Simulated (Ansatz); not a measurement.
# C2H6AlFS: basis-set convergence

Aim: see how fast density functionals converge with the basis set for C2H6AlFS.

Computed with Ansatz 0.2.0, Gaussian basis. Level: one geometry, several basis sets.

The runs, in order: PBE0-D4/def2-SVP; ωB97M-V/def2-SVP; PBE0-D4/def2-QZVPP; ωB97M-V/def2-QZVPP; the functionals' def2-TZVPP values are taken from earlier runs.

## Step 1: The geometry

An earlier PBE0-D4 in a triple-zeta def2 set relaxation fixed the geometry.

SMILES `C[S][Al]([CH3])[F]`, 11 atoms, charge 0, spin multiplicity 1.

Atoms are counted from 1 here; the program's logs count them from 0.

Bond lengths: C1–S2 1.824 Å, C1–H6 1.089 Å, C1–H7 1.089 Å, C1–H8 1.089 Å, S2–Al3 2.166 Å, Al3–C4 1.940 Å, Al3–F5 1.651 Å, C4–H9 1.094 Å, C4–H10 1.094 Å, C4–H11 1.092 Å. Angles: S2–C1–H6 108.8°, S2–C1–H7 112.3°, S2–C1–H8 108.6°, H6–C1–H7 108.9°, H6–C1–H8 109.3°, H7–C1–H8 108.9°, C1–S2–Al3 101.1°, S2–Al3–C4 124.9°, S2–Al3–F5 115.0°, C4–Al3–F5 120.1°, Al3–C4–H9 111.7°, Al3–C4–H10 111.7°, Al3–C4–H11 110.3°, H9–C4–H10 107.2°, H9–C4–H11 107.9°, H10–C4–H11 107.9°.

## Step 2: PBE0-D4 in def2-SVP

Input file in.yaml:

```yaml
crystal:
  periodic: [false, false, false]
  atoms:
    - {symbol: C, position_ang: [-0.644854, 1.737601, 0.673963]}
    - {symbol: S, position_ang: [0.006237, 1.729212, -1.029756]}
    - {symbol: Al, position_ang: [0.566653, -0.351590, -1.251244]}
    - {symbol: C, position_ang: [0.347656, -1.711654, 0.114084]}
    - {symbol: F, position_ang: [1.220162, -0.745090, -2.715568]}
    - {symbol: H, position_ang: [-0.033643, 2.404031, 1.280824]}
    - {symbol: H, position_ang: [-0.639770, 0.745401, 1.123619]}
    - {symbol: H, position_ang: [-1.668350, 2.109073, 0.652412]}
    - {symbol: H, position_ang: [-0.702614, -1.839719, 0.391393]}
    - {symbol: H, position_ang: [0.894844, -1.460287, 1.027053]}
    - {symbol: H, position_ang: [0.718980, -2.673779, -0.246181]}
basis:
  gaussian: {orbitals: def2-SVP}
hamiltonian: {xc: pbe0, dispersion: d4}
output: {orbitals: {seedname: orbitals}}
```

Launch:

```
ansatz run in.yaml --threads 4 --pin off --events-out ev --progress --plain --max-ram 10444MiB
```

Further steps of the session: ωB97M-V in def2-SVP; PBE0-D4 in def2-QZVPP; ωB97M-V in def2-QZVPP.

Before running them: what should the planned runs give, taken together? Wanted: PBE0-D4: double and triple zeta above quadruple; ωB97M-V: double and triple zeta above quadruple.

As calculated:

| quantity | value |
| --- | --- |
| PBE0-D4: double and triple zeta above quadruple | 12.85, 0.83 eV |
| ωB97M-V: double and triple zeta above quadruple | 13.00, 0.79 eV |

In words: For PBE0-D4 the step from double to triple zeta gains 12.02 eV and the next only 0.83 eV. Total energies overstate the basis error of differences, where much of it tends to cancel. The LUMO of ωB97M-V is positive and keeps falling with the basis (1.57 to 0.77 eV): an unbound level that the basis holds in place.
